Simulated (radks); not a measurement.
# Lu³⁺ in [Kr] 4d10 4f14 5s2 5p5 6p1: an all-electron calculation

An exercise on one series of results from a longer session: the logs are not shown, and one member is left open.

Program: radks (a radial shooting solver on a logarithmic mesh, Libxc functionals) version 1. Level of theory: scalar-relativistic Kohn-Sham, PBE, spin-unpolarised, spherical densities, finite nucleus. These are calculated values, not measurements, unless marked.

**The system**

| Item | Value |
| --- | --- |
| element | lutetium (Z = 71) |
| charge | +3 |
| electrons | 68 |
| configuration | [Kr] 4d10 4f14 5s2 5p5 6p1 |
| nuclear rms radius | 5.37 fm |

Outer shells as boxes (Hund's rule):

Lu³⁺
```
[Kr] core
4d [↑↓][↑↓][↑↓][↑↓][↑↓]
4f [↑↓][↑↓][↑↓][↑↓][↑↓][↑↓][↑↓]
5s [↑↓]
5p [↑↓][↑↓][↑ ]
6p [↑ ][  ][  ]
```

Set-up of the first run:

Settings of this run:

```text
Z 71
configuration [Kr] 4d10 4f14 5s2 5p5 6p1 6s0 5d0
relativity scalar-relativistic
functional pbe,pbe
spin unpolarised
nucleus finite rms 5.37 fm
c 137.035999084
```

The run is started by

```sh
$ python run_ks.py task.json out
```

This one command runs every case of the session in turn.

One of the session's tables, all rows but one given; the rest of the session is left out.

It belongs to the step «Shells». Radial moments (bohr):

```
level      <r>  outermost maximum (interpolated)  90 % within  nodes
   1s  0.01932                            0.0121       0.0351      0
   2s  0.08184                            0.0693        0.127      1
   2p  0.07292                            0.0566        0.119      0
   3s   0.2126                             0.196        0.312      2
   3p   0.2123                             0.193        0.317      1
   3d   0.1925                             0.157        0.299      0
   4s   0.4781                             0.446        0.687      3
   4p   0.5081                             0.467        0.739      2
   4d   0.5479                             0.481        0.824      1
   5s    1.155                              1.04         1.66      4
   5p    1.344                              1.18         1.96      3
   4f   0.7065                             0.469         1.21      0
   5d        ?                                 ?            ?      ?
   6s    2.778                              2.55         3.94      5
   6p    3.317                              3.08         4.71      4
```

**Question.** Estimate the row for 5d.

As computed: <r>: 1.917; outermost maximum (interpolated): 1.58; 90 % within: 2.90; nodes: 2. In the column «<r>» it lies between 5p (1.344) and 6s (2.778).
